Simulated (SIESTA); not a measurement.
Mo3Se4S2, a slab with vacuum:

```xyz
9
Lattice="3.2732 0.0000 0.0000 -1.6366 2.8347 0.0000 0.0000 0.0000 29.2854" Properties=species:S:1:pos:R:3 pbc="T T T"
Mo    0.0000    0.0000   10.1598
Mo    1.6366    0.9449   16.9228
Mo    1.6366    0.9449    3.4017
Se    1.6366    0.9449    8.4888
Se    0.0000    0.0000   18.5923
Se    0.0000    0.0000   15.2525
Se    1.6366    0.9449   11.8311
S     0.0000    0.0000    4.9271
S     0.0000    0.0000    1.8774
```

```yaml
Program: SIESTA 5.4.2
Task: single point
Functional: PBEsol
Potentials_or_basis: PseudoDojo 0.4 standard (PBEsol files)
Basis: DZP (energy shift 0.003 Ry; two zetas on semicore shells)
Grid_cutoff: 800 Ry
Energy_shift: 0.003 Ry
k_mesh: 9 × 9 × 1
Occupations: fermi-dirac, width 0.05 eV
Spin: no spin polarisation
```

On this cell: largest force 0.662 eV/Å; band gap on the k mesh 0.60 eV, indirect (least direct gap 0.68 eV).

The same run follows on a disturbed copy (atoms moved at random, drawn with an rms of 0.05 Å):

```xyz
9
Lattice="3.2732 0.0000 0.0000 -1.6366 2.8347 0.0000 0.0000 0.0000 29.2854" Properties=species:S:1:pos:R:3 pbc="T T T"
Mo   -0.0310    0.0139   10.1690
Mo    1.6409    0.9147   16.9146
Mo    1.6432    0.9733    3.4153
Se    1.6157    1.0118    8.4476
Se   -0.0338    0.0242   18.6244
Se   -0.0128    0.0651   15.2620
Se    1.6455    0.9768   11.8128
S    -0.0081    0.0169    4.9223
S    -0.0323    0.0085    1.8907
```

Question: What does the disturbed cell give?

Answer: The energy moves by +12.2 meV/atom; largest force 1.677 eV/Å; band gap on the k mesh 0.47 eV, indirect (least direct gap 0.56 eV).

Forces in eV/Å, atoms in the order of the input:
```
Mo   0.472  0.621 -1.107
Mo  -0.509  1.345  0.862
Mo  -0.508 -0.297 -0.242
Se  -0.097 -0.442  0.046
Se   0.326 -0.490  0.060
Se   0.182 -0.857 -0.974
Se  -0.375 -0.178  1.025
S    0.153  0.118  0.601
S    0.354  0.180 -0.272
```

Stress tensor (GPa, compression positive):
```
-0.13 -0.38 -0.29
-0.38 -0.50  0.55
-0.29  0.55  2.20
```

Caveats: the basis of atomic orbitals isn't converged, which shifts pressures, moduli and gaps.

A k mesh can miss the band edges.
